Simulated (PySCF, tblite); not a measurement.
# C5H8NOP: geometry, infrared bands and NMR shifts

Wanted: the infrared bands and NMR shifts of C5H8NOP (`COc1[nH]c(C)cp1`), by calculation.

Computed with tblite 0.8.0 and PySCF 2.14.0, with density-fitted response routines of our own, on a single molecule in the gas phase. Atoms are numbered from 0 throughout.

### 1 Starting geometry

16 atoms, charge 0, multiplicity 1; geometry from: force field or distance geometry start.

Bonds of the start (Å): C0–O1 1.41, O1–C2 1.35, C2–N3 1.38, N3–C4 1.39, C4–C5 1.49, C4–C6 1.39, C6–P7 1.83, P7–C2 1.85, C0–H8 1.09, C0–H9 1.11, C0–H10 1.10, N3–H11 1.00, C5–H12 1.09, C5–H13 1.10, C5–H14 1.09, C6–H15 1.08.

### 2 Geometry optimisation with GFN2-xTB

What the job is given:

```
{"job": {"kind": "relax", "xc": "GFN2-xTB", "basis": "xTB"}, "charge": 0, "multiplicity": 1}
C     -3.208700     0.032700    -0.166000
O     -1.996800     0.731600     0.032700
C     -0.852000     0.016100    -0.023700
N      0.319200     0.720200     0.169600
C      1.458600    -0.079500     0.100500
C      2.795400     0.538800     0.290600
C      1.150800    -1.402100    -0.186600
P     -0.635000    -1.785200    -0.360600
H     -3.261300    -0.393900    -1.171500
H     -4.034400     0.761200    -0.068500
H     -3.375300    -0.735900     0.596500
H      0.323900     1.699700     0.372400
H      2.971700     1.323800    -0.441300
H      2.876600     0.983700     1.288100
H      3.592300    -0.197900     0.198100
H      1.867500    -2.204200    -0.282700
```

The run is started by

```sh
> OMP_NUM_THREADS=1 python probes_run.py task.json out
```

This one command runs all jobs of the session in turn.

**Question.** This job is followed by: GFN2-xTB harmonic vibrations, gas phase; GIAO PBE0/pcSseg-1 NMR shielding, non-relativistic, gas phase. Predict these results of the whole session: strongest single infrared mode (GFN2-xTB); zero-point energy (GFN2-xTB); ¹³C shifts against TMS (PBE0/pcSseg-1); ¹H shifts against TMS (PBE0/pcSseg-1, means over atoms taken as alike); ¹⁷O shifts against H2O (PBE0/pcSseg-1); ¹⁵N shifts against NH3 (PBE0/pcSseg-1); ³¹P shifts against H3PO4 (PBE0/pcSseg-1).

As calculated:

| quantity | value |
| --- | --- |
| strongest single infrared mode (GFN2-xTB) | 1287 cm⁻¹, 223 km/mol |
| zero-point energy (GFN2-xTB) | 77.6 kcal/mol |
| ¹³C shifts against TMS (PBE0/pcSseg-1) | 194.7, 130.2, 123.5, 59.9, 18.0 ppm |
| ¹H shifts against TMS (PBE0/pcSseg-1, means over atoms taken as alike) | 7.83, 6.40, 4.00, 2.41 ppm |
| ¹⁷O shifts against H2O (PBE0/pcSseg-1) | 126.1 ppm |
| ¹⁵N shifts against NH3 (PBE0/pcSseg-1) | 179.5 ppm |
| ³¹P shifts against H3PO4 (PBE0/pcSseg-1) | 16.2 ppm |

**Reading.** The optimisation took 37 steps and gained 0.378 eV; among the close pairs (by a distance rule), C2–P7 changed most, from 1.845 to 1.728 Å. All 42 modes are real, so the xTB geometry is a minimum. The strongest single mode, at 1287 cm⁻¹, moves mainly C2. GFN2-xTB is a fitted tight-binding method: band positions and strengths are rough. Its intensities can rank the bands wrongly. At PBE0/pcSseg-1: The largest span, 287 ppm, is at P7, where the paramagnetic term is -667 ppm. NICS(1)zz of -23 ppm above the planar ring from C2 marks a diatropic (aromatic) ring current.
